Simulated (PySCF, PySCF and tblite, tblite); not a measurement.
**C2H6O2Si: a path driven as rotation about a bond, and NMR exchange**

Aim: the barrier and rate of rotation about a bond in C2H6O2Si (`CC(=O)O[SiH3]`), and what it does to NMR lines.

Computed with tblite 0.8.0 (tight binding) and PySCF 2.14.0 (DFT, with response routines of our own); each step states its level. Atoms count from 0 throughout.

## Step 1: The starting structure

11 atoms, charge 0, multiplicity 1; geometry from: force field or distance geometry start.

Bonds of the start (Å): C0–C1 1.48, C0–H5 1.10, C0–H6 1.09, C0–H7 1.09, C1–O2 1.24, C1–O3 1.36, O3–Si4 1.66, Si4–H10 1.49, Si4–H8 1.48, Si4–H9 1.48.

## Step 2: GFN2-xTB relaxation, start minimum

The job: settings as JSON, then the geometry in Å.

```
{"job": {"xc": "GFN2-xTB", "basis": "xTB", "kind": "relax"}, "charge": 0, "multiplicity": 1}
C     -1.946200    -0.043400    -0.094200
C     -0.547300    -0.479200     0.140600
O     -0.232500    -1.591700     0.585100
O      0.313900     0.520100    -0.185800
Si     1.955600     0.364600    -0.025200
H     -2.188800     0.827400     0.526700
H     -2.639400    -0.847200     0.169800
H     -2.085700     0.201300    -1.147100
H      2.339200     0.137900     1.385600
H      2.580300     1.635200    -0.471100
H      2.456500    -0.722300    -0.910200
```

The run is started by

```console
OMP_NUM_THREADS=1 python ens_run.py task.json out
```

This one command runs the whole study; its stages follow in the order run.

Output:

```text
step      E/eV     max force
  0    -469.74892    3.215
  1    -469.80641    3.615
  2    -469.88134    0.575
  3    -469.89831    0.386
  4    -469.91116    0.330
  5    -469.91670    0.300
  6    -469.92950    0.319
  7    -469.93741    0.295
  8    -469.94352    0.234
  9    -469.94704    0.127
 10    -469.94957    0.137
 11    -469.95163    0.118
 12    -469.95335    0.120
 13    -469.95422    0.077
 14    -469.95459    0.042
 15    -469.95482    0.037
 16    -469.95501    0.034
 17    -469.95515    0.029
 18    -469.95522    0.021
 19    -469.95526    0.018
 20    -469.95530    0.017
 21    -469.95532    0.013
 22    -469.95533    0.006
 23    -469.95534    0.003
 24    -469.95534    0.004
 25    -469.95534    0.006
 26    -469.95534    0.007
 27    -469.95535    0.005
 28    -469.95535    0.003
 29    -469.95535    0.003
 30    -469.95535    0.003
 31    -469.95535    0.003
 32    -469.95535    0.003
 33    -469.95535    0.002
```

It took 0.21 s on 1 thread of Intel Xeon Platinum 8259CL at 2.50GHz, shared host.

The energy fell by 0.206 eV, and the atoms moved 0.08 Å (root mean square).

## Step 3: Relaxed scan, rotation

The job: settings as JSON, then the geometry in Å.

```
{"job": {"xc": "GFN2-xTB", "basis": "xTB", "coordinate": [["t", [0, 1, 3, 4], 0.5], ["t", [2, 1, 3, 4], 0.5]], "kind": "drive"}, "charge": 0, "multiplicity": 1}
C     -1.942748    -0.039207    -0.094774
C     -0.514928    -0.448630     0.138277
O     -0.161912    -1.516916     0.559101
O      0.348395     0.509945    -0.173934
Si     1.993855     0.324138    -0.014337
H     -2.165088     0.840359     0.505532
H     -2.611510    -0.852138     0.170826
H     -2.072642     0.226272    -1.141712
H      2.313358     0.079722     1.386686
H      2.382012     1.645381    -0.487195
H      2.436631    -0.766256    -0.874435
```

Output:

```text
point  coordinate     E/eV
  0    -75.200     -469.93814
  1    -60.400     -469.89634
  2    -45.400     -469.84465
  3    -30.300     -469.79534
  4    -15.200     -469.75832
  5     -0.000     -469.73979
  6     15.100     -469.74104
  7     30.200     -469.75795
  8     45.200     -469.77499
  9     60.100     -469.78712
 10     75.100     -469.79235
 11     90.000     -469.78987
```

Run time: 3.2 s. Hardware: 1 thread of Intel Xeon Platinum 8259CL at 2.50GHz, shared host.

The highest point is number 5, 4.6 kcal/mol above the first.

## Step 4: Nudged elastic band, leg 1

Changed since step 3:

```diff
@@ -1,2 +1,2 @@
-{"job": {"xc": "GFN2-xTB", "basis": "xTB", "coordinate": [["t", [0, 1, 3, 4], 0.5], ["t", [2, 1, 3, 4], 0.5]], "kind": "drive"}, "charge": 0, "multiplicity": 1}
+{"job": {"xc": "GFN2-xTB", "basis": "xTB", "kind": "neb"}, "charge": 0, "multiplicity": 1}
 C     -1.942748    -0.039207    -0.094774
```

Output:

```text
image   E - E0 / eV
  0       0.0000
  1       0.0521
  2       0.1549
  3       0.2188
  4       0.1827
  5       0.1570
  6       0.1499
```

Run time: 1.4 s. Hardware: 1 thread of Intel Xeon Platinum 8259CL at 2.50GHz, shared host.

The highest point is number 3, 5.0 kcal/mol above the first.

## Step 5: Saddle search, leg 1

The job: settings as JSON, then the geometry in Å.

```
{"job": {"xc": "GFN2-xTB", "basis": "xTB", "kind": "saddle"}, "charge": 0, "multiplicity": 1}
C     -1.708519    -0.000185    -0.239626
C     -0.650912    -0.686476     0.586972
O     -0.791454    -1.735690     1.143377
O      0.479672     0.014268     0.689661
Si     1.871418     0.385817    -0.072297
H     -1.975501     0.942111     0.235146
H     -2.588591    -0.632681    -0.315652
H     -1.314746     0.216021    -1.229503
H      2.900338     0.252848     0.948344
H      1.719735     1.763318    -0.540947
H      2.058559    -0.519351    -1.205475
```

Output:

```text
step      E/eV     max force
  0    -469.73658   0.0373
  1    -469.73937   0.2029
  2    -469.73804   0.0338
  3    -469.73957   0.0911
  4    -469.73872   0.0272
  5    -469.73950   0.0202
  6    -469.74056   0.0397
  7    -469.74185   0.0684
  8    -469.74353   0.0497
  9    -469.74568   0.0622
 10    -469.74882   0.0577
 11    -469.75355   0.1064
 12    -469.75070   0.0184
 13    -469.75294   0.0206
 14    -469.75523   0.0949
 15    -469.75400   0.0175
 16    -469.75539   0.0137
 17    -469.75721   0.0399
 18    -469.75616   0.0137
 19    -469.75716   0.0150
 20    -469.75815   0.0170
 21    -469.75910   0.0134
 22    -469.76043   0.0194
 23    -469.76161   0.0228
 24    -469.76279   0.0216
 25    -469.76443   0.0305
 26    -469.76586   0.0192
 27    -469.76707   0.0687
 28    -469.76659   0.0110
 29    -469.76744   0.0149
 30    -469.76811   0.0226
 31    -469.76861   0.0133
 32    -469.76887   0.0383
 33    -469.76880   0.0061
 34    -469.76892   0.0118
 35    -469.76896   0.0099
 36    -469.76896   0.0000
lowest wavenumbers (cm-1): -62.3 86.1 91.6 131.2 402.8 524.2
```

Run time: 5.8 s. Hardware: 1 thread of Intel Xeon Platinum 8259CL at 2.50GHz, shared host.

Point group C1; 1 imaginary mode, 62i cm⁻¹, carried by O3, O2, Si4, C0. Steps downhill from it reached both ends.

## Step 6: DFT refinement, start: PBE0-D3(BJ)/def2-SVP

The job: settings as JSON, then the geometry in Å.

```
{"job": {"xc": "PBE0", "basis": "def2-SVP", "kind": "refine"}, "charge": 0, "multiplicity": 1}
C     -1.942748    -0.039207    -0.094774
C     -0.514928    -0.448630     0.138277
O     -0.161912    -1.516916     0.559101
O      0.348395     0.509945    -0.173934
Si     1.993855     0.324138    -0.014337
H     -2.165088     0.840359     0.505532
H     -2.611510    -0.852138     0.170826
H     -2.072642     0.226272    -1.141712
H      2.313358     0.079722     1.386686
H      2.382012     1.645381    -0.487195
H      2.436631    -0.766256    -0.874435
```

Output:

```text
step      E/eV     max force
  0    -14127.32630   1.3755
  1    -14127.41790   0.6880
  2    -14127.45015   0.2197
  3    -14127.45242   0.0787
  4    -14127.45299   0.0207
  5    -14127.45286   0.0462
  6    -14127.45317   0.0143
```

It took 45 s on 1 thread of Intel Xeon Platinum 8259CL at 2.50GHz, shared host; peak memory 0.53 GiB.

Relaxing gained 0.127 eV and moved the atoms by 0.09 Å on average (rms).

**DFT refinement, saddle of leg 1: PBE0-D3(BJ)/def2-SVP**

The job: settings as JSON, then the geometry in Å.

```
{"job": {"xc": "PBE0", "basis": "def2-SVP", "kind": "refine"}, "charge": 0, "multiplicity": 1}
C     -1.657295     0.133553    -0.116478
C     -0.641017    -0.838019     0.423413
O     -0.845281    -1.998398     0.627183
O      0.537730    -0.274621     0.702269
Si     1.828149     0.337515    -0.082165
H     -1.736076     0.987078     0.552820
H     -2.621089    -0.356310    -0.215839
H     -1.322399     0.491766    -1.087937
H      2.569315     0.904221     1.031304
H      1.376165     1.351309    -1.040959
H      2.511797    -0.738094    -0.793611
```

Output:

```text
step      E/eV     max force
  0    -14126.97469   1.2042
  1    -14127.06382   0.5991
  2    -14127.09134   0.1902
  3    -14127.09118   0.2317
  4    -14127.09244   0.1658
  5    -14127.09255   0.0436
  6    -14127.09220   0.0893
  7    -14127.09245   0.0397
  8    -14127.09237   0.0203
  9    -14127.09219   0.0348
 10    -14127.09237   0.0070
```

It took 74 s on 1 thread of Intel Xeon Platinum 8259CL at 2.50GHz, shared host; peak memory 0.53 GiB.

Relaxing gained 0.118 eV and moved the atoms by 0.10 Å on average (rms).

DFT refinement, end: PBE0-D3(BJ)/def2-SVP:

The job: settings as JSON, then the geometry in Å.

```
{"job": {"xc": "PBE0", "basis": "def2-SVP", "kind": "refine"}, "charge": 0, "multiplicity": 1}
C     -1.452743    -0.071347    -0.373093
C     -0.680211    -0.752018     0.725640
O     -1.161640    -1.505389     1.521644
O      0.620658    -0.461715     0.770383
Si     1.695149     0.459843    -0.049351
H     -1.368290     1.007112    -0.258161
H     -2.496033    -0.369054    -0.325758
H     -1.030124    -0.348252    -1.336515
H      2.914989     0.180138     0.685751
H      1.274925     1.860215     0.014280
H      1.734423     0.025204    -1.446234
```

Output:

```text
step      E/eV     max force
  0    -14127.04641   1.2195
  1    -14127.14183   0.5331
  2    -14127.16033   0.2135
  3    -14127.16334   0.0680
  4    -14127.16310   0.0466
  5    -14127.16359   0.0124
```

Run time: 43 s. Hardware: 1 thread of Intel Xeon Platinum 8259CL at 2.50GHz, shared host; peak memory 0.53 GiB.

Gain 0.117 eV; displacement 0.07 Å root mean square.

## Step 7: Shieldings, start: B3LYP/pcSseg-1

The job: settings as JSON, then the geometry in Å.

```
{"job": {"kind": "nmr", "xc": "B3LYP", "basis": "pcSseg-1", "pop": false}, "charge": 0, "multiplicity": 1}
C     -1.970529    -0.065227    -0.086090
C     -0.524670    -0.395377     0.116181
O     -0.095364    -1.442297     0.532632
O      0.293782     0.611807    -0.217127
Si     1.975740     0.321192    -0.014111
H     -2.233664     0.817347     0.514744
H     -2.593457    -0.919375     0.199696
H     -2.144458     0.198961    -1.139284
H      2.292475     0.066714     1.415674
H      2.584043     1.603091    -0.458578
H      2.421525    -0.794165    -0.889700
```

Output:

```text
coarse grid: 9688 points
cycle   1  E = -519.5723086183  dE =  5.881e-01  |g| = 1.005e+00  |ddm| = 2.883e+00
cycle   2  E = -519.1437202659  dE =  4.286e-01  |g| = 1.813e+00  |ddm| = 1.809e+00
cycle   3  E = -519.7355928464  dE = -5.919e-01  |g| = 3.059e-01  |ddm| = 1.335e+00
cycle   4  E = -519.7516982391  dE = -1.611e-02  |g| = 1.018e-01  |ddm| = 2.427e-01
cycle   5  E = -519.7532792485  dE = -1.581e-03  |g| = 2.902e-02  |ddm| = 6.580e-02
cycle   6  E = -519.7534644954  dE = -1.852e-04  |g| = 4.438e-03  |ddm| = 2.155e-02
cycle   7  E = -519.7534686392  dE = -4.144e-06  |g| = 7.123e-04  |ddm| = 3.292e-03
final grid: 88992 points
cycle   8  E = -519.8083719853  dE = -1.314e-05  |g| = 5.740e-03  |ddm| = 1.194e-02
cycle   9  E = -519.8083591332  dE =  1.285e-05  |g| = 1.010e-02  |ddm| = 9.191e-03
cycle  10  E = -519.8083779683  dE = -1.884e-05  |g| = 1.650e-03  |ddm| = 6.344e-03
cycle  11  E = -519.8083784604  dE = -4.921e-07  |g| = 3.035e-04  |ddm| = 1.094e-03
cycle  12  E = -519.8083784755  dE = -1.512e-08  |g| = 8.637e-05  |ddm| = 2.282e-04
cycle  13  E = -519.8083784769  dE = -1.420e-09  |g| = 2.118e-05  |ddm| = 6.647e-05
cycle  14  E = -519.8083784770  dE = -9.391e-11  |g| = 2.493e-06  |ddm| = 2.054e-05
converged SCF energy = -519.8083784770

GIAO shielding tensors (ppm)
atom      isotropic    diamagn.    paramagn.     s11        s22        s33       span
  0 C      156.931     247.201     -90.270    135.554    147.714    187.524     51.970
  1 C        0.488     250.926    -250.438   -100.170     31.877     69.756    169.926
  2 O     -140.415     403.794    -544.209   -396.210   -259.801    234.767    630.977
  3 O      128.003     401.495    -273.493    -22.807    184.789    222.026    244.833
  4 Si     377.406     878.781    -501.375    344.524    346.565    441.131     96.607
  5 H       29.173      28.375       0.798     25.819     28.269     33.432      7.613
  6 H       29.622      27.802       1.820     25.654     28.251     34.962      9.308
  7 H       29.172      28.366       0.805     25.815     28.268     33.432      7.617
  8 H       26.596      29.170      -2.574     23.622     25.004     31.161      7.539
  9 H       27.015      28.994      -1.979     24.032     25.660     31.353      7.321
 10 H       26.598      29.163      -2.565     23.622     25.001     31.170      7.548
```

Wall time 11 s (1 thread of Intel Xeon Platinum 8259CL at 2.50GHz, shared host); peak memory 0.59 GiB.

In short: HOMO -7.97 eV, LUMO -0.27 eV; dipole 1.67 D.

(Part 1 of 2 ends here.)
